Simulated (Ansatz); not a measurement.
# Pt: the cost of one run

Computed with Ansatz 0.2.0 (DFT PBEsol, scalar-relativistic, plane waves, PAW, unless a step's input says otherwise).

### Step 1. The starting structure

It takes space group Im-3m (No. 229, cubic). Conventional cell: a = 3.168 Å, b = 3.168 Å, c = 3.168 Å, α = 90.00°, β = 90.00°, γ = 90.00°. Around Pt (site symmetry m-3m) lie 8 Pt at 2.74 Å.

Coordinates:

```
CELL_PARAMETERS angstrom
-1.58422 1.58422 1.58422
1.58422 -1.58422 1.58422
1.58422 1.58422 -1.58422
ATOMIC_POSITIONS crystal
Pt 0.00000 0.00000 0.00000
```

It goes back to an entry of the Materials Project, which need not be the stable form.

No relaxation comes first: the listed cell is the starting point.

### Step 2. Zero of energy

The reference gives a free energy of -12383.6868 eV, pressure -10.92 GPa, largest force 0.000 eV/Å and gap on the mesh none (metal). It was computed beforehand with the settings of the runs below.

### Step 3. Next: a tetragonal deformation path

At fixed volume and fractional coordinates, lengths along (0.000, 0.000, 1.000) are scaled against those across it; ρ is that ratio over its starting value.

### Step 4. Point ρ = 0.707

File input.yaml:

```yaml
crystal:
  lattice:
    - [-1.778316346, 1.778316346, 1.2572696566]
    - [1.778316346, -1.778316346, 1.2572696566]
    - [1.778316346, 1.778316346, -1.2572696566]
  atoms:
    - { symbol: Pt, position: [0.0, 0.0, 0.0] }
basis:
  ecutwfc: 420
kpoints:
  mp_grid: { grid: [24, 24, 24] }
hamiltonian:
  xc: pbesol
scf:
  occupations: { method: gaussian, width: 0.15 }
output:
  forces: true
  stress: true
  eigenvalues: true
```

Launch:

```bash
> ansatz run input.yaml --threads 1 --pin off --max-ram 2560MiB --backend cpu --events-out ev --progress --plain --runs-dir out
```

What time and memory should one allow on 1 thread of Intel Xeon Platinum 8259CL at 2.50GHz (Skylake/Cascade Lake), shared host?

About 16 s, with a peak of 0.54 GiB.
